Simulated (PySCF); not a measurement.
# [WO3Br]-: geometry, NMR shifts and electronic excitations

What NMR shifts and electronic excitations should [WO3Br]- (`[O]=[W-](=[O])(=[O])[Br]`) show?

Programs: PySCF 2.14.0, with density-fitted response routines of our own. Each step states its level of theory. These are calculated values for one molecule in the gas phase, unless marked as measured. Atoms are numbered from 0 throughout.

## Step 1: Starting geometry

5 atoms, charge -1, multiplicity 1; geometry from: GFN2-xTB.

Bonds of the start (Å): W0–O1 1.70, W0–O2 1.70, W0–O3 1.70, W0–Br4 2.44.

## Step 2: Relaxing the molecule at PBE0-D3(BJ)/def2-SVP

The job: settings as JSON, then the geometry in Å.

```
{"job": {"xc": "PBE0", "basis": "def2-SVP", "d3": "d3bj", "grid": 1, "maxiter": 40, "kind": "geom"}, "charge": -1, "multiplicity": 1}
W      0.119290     0.207430     0.086060
O      0.037780     0.028550     1.777750
O      1.680610     0.055080    -0.577910
O     -0.808980     1.487280    -0.546810
Br    -1.028700    -1.778340    -0.739090
```

The program printed:

```text
step   0  E = -2866.16990698  max force = 0.054073
step   1  E = -2866.18194295  max force = 0.028748
step   2  E = -2866.18483587  max force = 0.003290
step   3  E = -2866.18488145  max force = 0.000790
step   4  E = -2866.18484647  max force = 0.005179
step   5  E = -2866.18490196  max force = 0.002898
step   6  E = -2866.18493584  max force = 0.000423
step   7  E = -2866.18493586  max force = 0.000392
optimisation converged
```

Run time: 64 s. Hardware: 1 thread, shared host.

Relaxation path:

```csv
step,energy from step 0 (eV),largest force component (eV/Å)
0,0.0000,2.7805
1,-0.3275,1.4783
2,-0.4062,0.1692
3,-0.4075,0.0406
4,-0.4065,0.2663
5,-0.4080,0.1490
6,-0.4090,0.0218
7,-0.4090,0.0202
```

Close pairs (by a distance rule), those that changed most:

```csv
bond,before (Å),after (Å),change (Å)
W0–Br4,2.438,2.509,+0.071
W0–O1,1.703,1.739,+0.035
W0–O3,1.703,1.738,+0.035
W0–O2,1.703,1.738,+0.034
```

The end geometry stands in the next job.

```csv
at the end point,value
point group (found at 0.08 Å tolerance),C3v
"rotational constants (GHz, main isotopes)","3.936, 1.043, 1.042"
```

## Step 3: Nuclear shieldings: PBE0/def2-TZVP+pcSseg-1

The job: settings as JSON, then the geometry in Å.

```
{"job": {"kind": "nmr", "xc": "PBE0", "basis": {"default": "pcSseg-1", "W": "def2-TZVP"}}, "charge": -1, "multiplicity": 1}
W      0.065322     0.118014     0.064201
O      0.014103    -0.003436     1.797720
O      1.722409     0.197658    -0.453014
O     -0.759189     1.565399    -0.431532
Br    -1.042645    -1.877635    -0.977375
```

With the program's defaults for keys left out, this is: GIAO PBE0/pcSseg-1 W:def2-TZVP NMR shielding, scalar relativity only through core potentials, gas phase.

The program printed:

```text
coarse grid: 31808 points
cycle   1  E = -2865.6338169509  dE = -2.087e+01  |g| = 2.108e+00  |ddm| = 8.043e+00
cycle   2  E = -2857.1536977344  dE =  8.480e+00  |g| = 6.269e+00  |ddm| = 6.846e+00
cycle   3  E = -2866.3451574415  dE = -9.191e+00  |g| = 5.165e-01  |ddm| = 6.454e+00
cycle   4  E = -2866.3961069221  dE = -5.095e-02  |g| = 2.348e-01  |ddm| = 6.207e-01
cycle   5  E = -2866.4080171713  dE = -1.191e-02  |g| = 7.030e-02  |ddm| = 2.588e-01
cycle   6  E = -2866.4093198795  dE = -1.303e-03  |g| = 3.261e-02  |ddm| = 9.242e-02
cycle   7  E = -2866.4094330661  dE = -1.132e-04  |g| = 1.720e-02  |ddm| = 2.084e-02
cycle   8  E = -2866.4094822765  dE = -4.921e-05  |g| = 6.613e-03  |ddm| = 1.084e-02
cycle   9  E = -2866.4094905082  dE = -8.232e-06  |g| = 8.408e-04  |ddm| = 3.806e-03
final grid: 62288 points
cycle  10  E = -2866.4094087610  dE =  7.626e-07  |g| = 2.274e-03  |ddm| = 1.724e-03
cycle  11  E = -2866.4094017235  dE =  7.037e-06  |g| = 6.566e-03  |ddm| = 4.518e-03
cycle  12  E = -2866.4094097175  dE = -7.994e-06  |g| = 1.776e-04  |ddm| = 3.367e-03
cycle  13  E = -2866.4094097264  dE = -8.854e-09  |g| = 2.168e-05  |ddm| = 1.919e-04
cycle  14  E = -2866.4094097264  dE = -5.275e-11  |g| = 9.238e-06  |ddm| = 1.745e-05
converged SCF energy = -2866.4094097264

GIAO shielding tensors (ppm)
atom      isotropic    diamagn.    paramagn.     s11        s22        s33       span
  0 W          nan         nan         nan        nan        nan        nan        nan
  1 O     -416.264     397.336    -813.600   -893.459   -258.650    -96.684    796.775
  2 O     -416.598     397.316    -813.914   -893.330   -258.612    -97.852    795.478
  3 O     -416.538     397.322    -813.860   -892.988   -258.808    -97.819    795.169
  4 Br    2755.234    3127.526    -372.292   2724.174   2729.764   2811.764     87.590
```

Run time: 12 s. Hardware: 1 thread, shared host.

Shifts follow as δ = σ(reference) − σ, with reference shieldings (ppm) from runs at the same level and on the same kind of geometry: 17O H2O 334.6, 79Br HBr 2584. The references are single molecules in the gas phase, so shifts against H2O, NH3, PH3, H3PO4 or CFCl3 are not on the usual liquid scales and can be off by tens of ppm. Atoms listed in one row are averaged.

```csv
atoms,environment,σ (ppm),δ (ppm)
"O1, O2, O3",oxygen bonded to W,-416.5,751.0
Br4,bromine bonded to W,2755,-171
```

Atoms past Kr carry core potentials, so their printed shieldings have no meaning and are left out of the table.

Charges from the same density, by scheme (e):

```csv
atoms,Mulliken,ESP fit
W0,1.01,1.07
"O1, O2, O3",-0.50,-0.57
Br4,-0.51,-0.36
```

Mayer bond orders: W0–O1 1.98, W0–O2 1.99, W0–O3 1.99, W0–Br4 0.75.

With diffuse functions Mulliken charges and Mayer bond orders lose their meaning; the other schemes are steadier.

## Step 4: Ultraviolet spectrum: CAM-B3LYP/def2-SVPD

The job: settings as JSON, then the geometry in Å.

```
{"job": {"kind": "uv", "xc": "CAM-B3LYP", "basis": "def2-SVPD", "ip": false, "nstates": 10}, "charge": -1, "multiplicity": 1}
W      0.065322     0.118014     0.064201
O      0.014103    -0.003436     1.797720
O      1.722409     0.197658    -0.453014
O     -0.759189     1.565399    -0.431532
Br    -1.042645    -1.877635    -0.977375
```

Method: TDDFT CAM-B3LYP/def2-SVPD, vertical, gas phase, core orbitals frozen in the response.

The program printed:

```text
coarse grid: 31808 points
cycle   1  E = -2866.1943125656  dE = -1.352e+01  |g| = 1.695e+00  |ddm| = 7.436e+00
cycle   2  E = -2863.5461237267  dE =  2.648e+00  |g| = 4.059e+00  |ddm| = 3.994e+00
cycle   3  E = -2866.7289635490  dE = -3.183e+00  |g| = 3.507e-01  |ddm| = 2.987e+00
cycle   4  E = -2866.7560473363  dE = -2.708e-02  |g| = 1.053e-01  |ddm| = 4.968e-01
cycle   5  E = -2866.7589552524  dE = -2.908e-03  |g| = 2.450e-02  |ddm| = 1.344e-01
cycle   6  E = -2866.7590978343  dE = -1.426e-04  |g| = 6.260e-03  |ddm| = 3.408e-02
cycle   7  E = -2866.7591045083  dE = -6.674e-06  |g| = 2.921e-03  |ddm| = 8.146e-03
final grid: 62288 points
cycle   8  E = -2866.7589677611  dE =  5.283e-06  |g| = 6.348e-03  |ddm| = 6.530e-03
cycle   9  E = -2866.7589342041  dE =  3.356e-05  |g| = 1.468e-02  |ddm| = 1.332e-02
cycle  10  E = -2866.7589755995  dE = -4.140e-05  |g| = 1.562e-04  |ddm| = 9.279e-03
cycle  11  E = -2866.7589756105  dE = -1.106e-08  |g| = 7.910e-05  |ddm| = 3.173e-04
cycle  12  E = -2866.7589756135  dE = -2.946e-09  |g| = 3.353e-05  |ddm| = 1.592e-04
cycle  13  E = -2866.7589756137  dE = -2.492e-10  |g| = 3.204e-05  |ddm| = 6.948e-05
cycle  14  E = -2866.7589756139  dE = -1.974e-10  |g| = 3.058e-06  |ddm| = 2.431e-05
converged SCF energy = -2866.7589756139

Static polarisability (au): isotropic 75.560, principal 71.314 71.329 84.036

Singlet excitations
state   eV       nm        f      main configurations
  1   5.2731    235.1   0.00042   H->L+1 0.56, H->L+2 0.13, H-2->L+2 0.09
  2   5.2753    235.0   0.00046   H->L+2 0.54, H->L+1 0.12, H-1->L+2 0.09
  3   5.5416    223.7   0.00000   H->L+4 0.24, H-1->L+1 0.19, H->L 0.18
  4   5.6419    219.8   0.01840   H-2->L+1 0.35, H-1->L+2 0.34, H-2->L+2 0.09
  5   5.7887    214.2   0.00011   H->L 0.24, H-2->L+2 0.24, H->L+4 0.21
  6   5.8281    212.7   0.00568   H->L+2 0.18, H-1->L+2 0.16, H-2->L 0.15
  7   5.8444    212.1   0.00608   H-1->L+1 0.21, H->L+1 0.16, H-1->L 0.12
  8   5.9755    207.5   0.00411   H-1->L 0.34, H-1->L+4 0.23, H-3->L+2 0.14
  9   5.9878    207.1   0.00416   H-2->L 0.31, H-2->L+4 0.23, H-3->L+1 0.09
 10   6.4840    191.2   0.00509   H-4->L 0.55, H-4->L+4 0.09, H-1->L 0.09

Triplet excitations (Tamm-Dancoff, eV): 4.9842 4.9855 5.0401 5.0594
```

Run time: 22 s. Hardware: 1 thread, shared host.

Frontier orbitals and where they lie:

```csv
orbital,eV,atoms
HOMO−3,-6.05,"O3 31 %, O2 23 %, Br4 20 %"
HOMO−2,-5.38,"O1 35 %, O2 23 %, O3 22 %"
HOMO−1,-5.38,"O3 32 %, O2 31 %, O1 17 %"
HOMO,-5.25,"O1 32 %, O3 31 %, O2 31 %"
LUMO,3.66,"Br4 54 %, W0 36 %"
LUMO+1,4.32,"W0 52 %, O1 15 %, O2 14 %"
LUMO+2,4.32,"W0 52 %, O3 18 %, Br4 14 %"
```

With each of the 10 states as a Gaussian band of 0.4 eV half-width at 1/e, the curve within the window shown has maxima at 215 nm (ε 1,400) L/(mol cm). Beyond the last state computed it falls off for lack of states. The curve at chosen wavelengths:

```csv
nm,ε (L/mol/cm)
183,125
186,188
190,281
193,364
196,473
199,620
203,868
206,1068
209,1244
213,1389
216,1405
219,1342
222,1212
226,978
229,788
232,609
235,452
239,289
242,199
245,134
249,77
252,50
255,32
258,20
262,11
265,7
```

Further results of this job:

```csv
property,computed
polarisability (Å³),11.20
HOMO–LUMO gap (eV),8.91
−ε(HOMO) (eV),5.25
```

## Step 5: Shielding tensors: KT2/def2-TZVP+pcSseg-1

The job: settings as JSON, then the geometry in Å.

```
{"job": {"kind": "nmr", "xc": "KT2", "basis": {"default": "pcSseg-1", "W": "def2-TZVP"}, "pop": false}, "charge": -1, "multiplicity": 1}
W      0.065322     0.118014     0.064201
O      0.014103    -0.003436     1.797720
O      1.722409     0.197658    -0.453014
O     -0.759189     1.565399    -0.431532
Br    -1.042645    -1.877635    -0.977375
```

With the program's defaults for keys left out, this is: GIAO KT2/pcSseg-1 W:def2-TZVP NMR shielding, scalar relativity only through core potentials, gas phase.

The program printed:

```text
coarse grid: 31808 points
cycle   1  E = -2879.3402270647  dE = -2.022e+01  |g| = 2.273e+00  |ddm| = 7.989e+00
cycle   2  E = -2866.0897738741  dE =  1.325e+01  |g| = 7.127e+00  |ddm| = 1.028e+01
cycle   3  E = -2880.1777753920  dE = -1.409e+01  |g| = 6.988e-01  |ddm| = 9.967e+00
cycle   4  E = -2880.2385009783  dE = -6.073e-02  |g| = 4.741e-01  |ddm| = 9.809e-01
cycle   5  E = -2880.2846908074  dE = -4.619e-02  |g| = 1.566e-01  |ddm| = 5.096e-01
cycle   6  E = -2880.2918179337  dE = -7.127e-03  |g| = 6.761e-02  |ddm| = 1.912e-01
cycle   7  E = -2880.2921620637  dE = -3.441e-04  |g| = 4.969e-02  |ddm| = 4.205e-02
cycle   8  E = -2880.2925501312  dE = -3.881e-04  |g| = 2.380e-02  |ddm| = 3.208e-02
cycle   9  E = -2880.2926608365  dE = -1.107e-04  |g| = 2.146e-03  |ddm| = 1.247e-02
cycle  10  E = -2880.2926616976  dE = -8.611e-07  |g| = 9.663e-04  |ddm| = 2.416e-03
final grid: 62288 points
cycle  11  E = -2880.2924904016  dE =  8.325e-07  |g| = 2.416e-03  |ddm| = 2.308e-03
cycle  12  E = -2880.2924722759  dE =  1.813e-05  |g| = 9.806e-03  |ddm| = 6.532e-03
cycle  13  E = -2880.2924915021  dE = -1.923e-05  |g| = 6.785e-04  |ddm| = 5.293e-03
cycle  14  E = -2880.2924915780  dE = -7.591e-08  |g| = 3.599e-04  |ddm| = 5.808e-04
cycle  15  E = -2880.2924916032  dE = -2.519e-08  |g| = 3.105e-05  |ddm| = 1.955e-04
cycle  16  E = -2880.2924916034  dE = -2.019e-10  |g| = 1.069e-05  |ddm| = 3.413e-05
converged SCF energy = -2880.2924916034

GIAO shielding tensors (ppm)
atom      isotropic    diamagn.    paramagn.     s11        s22        s33       span
  0 W          nan         nan         nan        nan        nan        nan        nan
  1 O     -370.794     399.023    -769.817   -786.537   -220.783   -105.064    681.473
  2 O     -371.001     399.006    -770.008   -786.098   -220.528   -106.378    679.720
  3 O     -370.964     399.011    -769.975   -785.816   -220.727   -106.349    679.467
  4 Br    2718.926    3131.049    -412.123   2705.187   2710.759   2740.831     35.644
```

Wall time 21 s (1 thread, shared host).

In short: δ O1 701.6, Br4 -142 ppm (means over like atoms).

## Step 6: Run by run: NMR shifts

Shifts (ppm), means over like atoms, with basis size and wall time:

```csv
run,O1,Br4,functions,time
PBE0/def2-TZVP+pcSseg-1,751.0,-171,132,12 s
KT2/def2-TZVP+pcSseg-1,701.6,-142,132,21 s
```

## Step 7: Summary of results

| quantity | value |
| --- | --- |
| point group | C3v |
| rotational constants (main isotopes) | 3.94, 1.04, 1.04 GHz |
| 17O shifts against H2O (PBE0/def2-TZVP+pcSseg-1, means over atoms taken as alike) | 751.0 ppm |
| 79Br shifts against HBr (PBE0/def2-TZVP+pcSseg-1) | -171 ppm |
| lowest singlet (CAM-B3LYP/def2-SVPD) | 5.27 eV (235 nm), f = 0.000 |
| brightest single state of those computed | state 4, 5.64 eV, f = 0.018 |
| lowest triplet | 4.98 eV |
| range of the shift of O1 | 701.6 to 751.0 ppm |

What this shows: Relaxing lowered the energy by 0.409 eV in 7 steps; the close pair that moved most is W0–Br4, from 2.438 to 2.509 Å. At PBE0/def2-TZVP+pcSseg-1: The largest span, 796 ppm, is at O1, O2, O3, where the paramagnetic term is -814 ppm. The lowest singlet, at 5.27 eV, is HOMO→LUMO+1 0.56, HOMO→LUMO+2 0.13 and is dark; of the 10 states computed, the strongest absorption comes from state 4 at 5.64 eV. The lowest triplet lies 0.29 eV below the lowest singlet (triplets in Tamm-Dancoff, singlets in full TDDFT). Spin-orbit coupling, left out, mixes singlets and triplets in elements this heavy. The lowest singlet lies above −ε(HOMO); no detachment energy was computed, so the anion's states may not be bound. Across the 2 runs the shift of O1 (with its like atoms) moves most, between 701.6 (KT2/def2-TZVP+pcSseg-1) and 751.0 ppm (PBE0/def2-TZVP+pcSseg-1). Spin-orbit coupling is left out, which matters for shieldings and couplings at and beside the heavy atoms.
